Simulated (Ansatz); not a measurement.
# C₃H₉ClO₃Ti: a ladder of functionals and wavefunction methods

One table from this session's results is given with a row withheld; the runs are named, their logs left out.

Program: Ansatz 0.2.0, Gaussian basis. Level of theory: functionals in def2-TZVPP, the program's frozen cores in correlated methods. These are calculated values, not measurements.

Levels to be run: LDA (SPW92), PBE-D4, revPBE-D4, BLYP-D4, r2SCAN-D4, B97M-V, PBE0-D4, B3LYP-D4, r2SCANh-D4, r2SCAN0-D4, HSE06-D4, BHLYP-D4, CAM-B3LYP-D4, LC-ωPBE, ωB97X-V, ωB97M-V, B2PLYP, PBE-QIDH; CCSD(T)/def2-SVP; CCSD(T)/def2-TZVPP; MP2/def2-QZVPP; extrapolation to the limit; RPA on PBE.

## The relaxed structure

An earlier PBE0-D4 in a triple-zeta def2 set relaxation fixed the geometry.

SMILES `C[O][Ti]([Cl])([O]C)[O]C`, 17 atoms, charge 0, spin multiplicity 1.

Atoms are counted from 1 here; the program's logs count them from 0.

Bond lengths: C1–O2 1.393 Å, C1–H9 1.094 Å, C1–H10 1.094 Å, C1–H11 1.095 Å, O2–Ti3 1.769 Å, Ti3–Cl4 2.239 Å, Ti3–O5 1.769 Å, Ti3–O7 1.769 Å, O5–C6 1.393 Å, C6–H12 1.095 Å, C6–H13 1.094 Å, C6–H14 1.094 Å, O7–C8 1.393 Å, C8–H15 1.095 Å, C8–H16 1.094 Å, C8–H17 1.094 Å. Angles: O2–C1–H9 109.8°, O2–C1–H10 109.9°, O2–C1–H11 111.0°, H9–C1–H10 108.6°, H9–C1–H11 108.7°, H10–C1–H11 108.8°, C1–O2–Ti3 148.6°, O2–Ti3–Cl4 109.6°, O2–Ti3–O5 109.4°, O2–Ti3–O7 109.4°, Cl4–Ti3–O5 109.6°, Cl4–Ti3–O7 109.6°, O5–Ti3–O7 109.4°, Ti3–O5–C6 148.6°, O5–C6–H12 111.0°, O5–C6–H13 109.8°, O5–C6–H14 109.9°, H12–C6–H13 108.7° and more.

Set-up of the first run:

Input file in.yaml:

```yaml
crystal:
  periodic: [false, false, false]
  atoms:
    - {symbol: C, position_ang: [0.888371, 0.381940, 2.651839]}
    - {symbol: O, position_ang: [1.076715, 0.066690, 1.307872]}
    - {symbol: Ti, position_ang: [0.482665, -0.735761, -0.151932]}
    - {symbol: Cl, position_ang: [1.692571, -2.580088, -0.538797]}
    - {symbol: O, position_ang: [0.626419, 0.366562, -1.527505]}
    - {symbol: C, position_ang: [1.148269, 1.544329, -2.058177]}
    - {symbol: O, position_ang: [-1.215325, -1.177343, 0.071195]}
    - {symbol: C, position_ang: [-2.512742, -1.206693, -0.435714]}
    - {symbol: H, position_ang: [1.615710, -0.159195, 3.264616]}
    - {symbol: H, position_ang: [1.033368, 1.455707, 2.805710]}
    - {symbol: H, position_ang: [-0.120288, 0.111299, 2.981616]}
    - {symbol: H, position_ang: [1.629862, 2.146465, -1.280428]}
    - {symbol: H, position_ang: [1.888609, 1.307332, -2.828298]}
    - {symbol: H, position_ang: [0.346966, 2.133664, -2.514585]}
    - {symbol: H, position_ang: [-2.589450, -0.615208, -1.354225]}
    - {symbol: H, position_ang: [-3.210068, -0.801202, 0.303881]}
    - {symbol: H, position_ang: [-2.800754, -2.238899, -0.656969]}
basis:
  gaussian: {orbitals: def2-TZVPP}
hamiltonian: {xc: lda}
output: {orbitals: {seedname: orbitals}}
```

Command:

```sh
ansatz run in.yaml --threads 4 --pin off --events-out ev --progress --plain --max-ram 66560MiB --backend cuda --devices 0, --max-vram 37GiB
```

Among the steps run: LDA; PBE-D4 (GGA); revPBE-D4 (GGA); BLYP-D4 (GGA); r2SCAN-D4 (meta-GGA); B97M-V (meta-GGA); PBE0-D4 (hybrid); B3LYP-D4 (hybrid); r2SCANh-D4 (hybrid); r2SCAN0-D4 (hybrid); HSE06-D4 (hybrid); BHLYP-D4 (hybrid); CAM-B3LYP-D4 (range-separated); LC-ωPBE (range-separated); ωB97X-V (range-separated); ωB97M-V (range-separated); B2PLYP (double hybrid); PBE-QIDH (double hybrid).

One of the session's tables, all rows but one given; the rest of the session is left out.

It belongs to the step «Frontier levels by functional». 

| functional | HOMO (eV) | gap (eV) |
| --- | --- | --- |
| LDA (SPW92) | -6.77 | 4.40 |
| PBE-D4 | -6.64 | 4.47 |
| revPBE-D4 | -6.58 | 4.48 |
| BLYP-D4 | -6.51 | 4.43 |
| r2SCAN-D4 | -6.99 | 4.87 |
| B97M-V | -7.10 | 4.94 |
| PBE0-D4 | -8.10 | 6.83 |
| B3LYP-D4 | -7.83 | 6.30 |
| r2SCANh-D4 | -7.52 | 5.76 |
| r2SCAN0-D4 | -8.34 | 7.13 |
| HSE06-D4 | ? | ? |
| BHLYP-D4 | -9.45 | 9.29 |
| CAM-B3LYP-D4 | -9.46 | 9.30 |
| LC-ωPBE | -10.82 | 11.78 |
| ωB97X-V | -10.49 | 11.42 |
| ωB97M-V | -10.37 | 11.29 |

Q: Estimate the row for HSE06-D4 from the others.

**Answer.** HOMO (eV): -7.69; gap (eV): 6.05. In the column «HOMO (eV)» it lies between B3LYP-D4 (-7.83) and r2SCANh-D4 (-7.52).
